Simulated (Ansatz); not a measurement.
# Cl2FH3Si: the cost of one run

Program: Ansatz 0.2.0. Level of theory: UKS LDA/def2-SVP. These are calculated values, not measurements.

### Step 1. The structure to begin with

Bond lengths: Si1–Cl3 2.033 Å, Si1–Cl4 1.991 Å, Si1–H5 1.443 Å, Si1–F7 2.001 Å. Angles: Cl3–Si1–Cl4 110.4°, Cl3–Si1–H5 102.3°, Cl3–Si1–F7 147.0°, Cl4–Si1–H5 114.9°, Cl4–Si1–F7 95.7°, H5–Si1–F7 83.5°.

Structure file:

```xyz
7

Si   -0.4612   -0.1120   -0.1627
H     1.3833   -0.4163   -0.0120
Cl   -0.6374   -1.6071   -1.5286
Cl   -1.0855   -0.7277    1.6250
H    -1.2529    0.9400   -0.7544
H     1.4151    0.5109    0.3074
F     0.6386    1.4122    0.5252
```

### Step 2. A restrained relaxation towards end A

Springs on the bonds that form and break draw the guess towards this end; the thresholds are loose.

Input file input.yaml:

```yaml
crystal:
  periodic: [false, false, false]
  atoms:
    - { symbol: Si, position_ang: [-0.4612, -0.112, -0.1627] }
    - { symbol: H, position_ang: [1.3833, -0.4163, -0.012] }
    - { symbol: Cl, position_ang: [-0.6374, -1.6071, -1.5286] }
    - { symbol: Cl, position_ang: [-1.0855, -0.7277, 1.625] }
    - { symbol: H, position_ang: [-1.2529, 0.94, -0.7544] }
    - { symbol: H, position_ang: [1.4151, 0.5109, 0.3074] }
    - { symbol: F, position_ang: [0.6386, 1.4122, 0.5252] }
magnetization:
  spin_polarized: true
basis:
  gaussian: { orbitals: def2-SVP }
hamiltonian:
  xc: lda
relax:
  f_tol: 0.15
  max_steps: 25
  restrain:
    - { distance: [0, 6], at: 2.98, k: 30.0 }
    - { distance: [5, 1], at: 1.92, k: 30.0 }
    - { distance: [0, 1], at: 1.42, k: 30.0 }
    - { distance: [5, 6], at: 0.88, k: 30.0 }
```

Command:

```
ansatz run input.yaml --threads 2 --pin off --max-ram 3072MiB --backend cpu --events-out ev --progress --plain --runs-dir out
```

Q: Estimate wall time and peak memory on 2 threads of Arm Neoverse V2, shared host.

About 13 s, with a peak of 0.13 GiB.
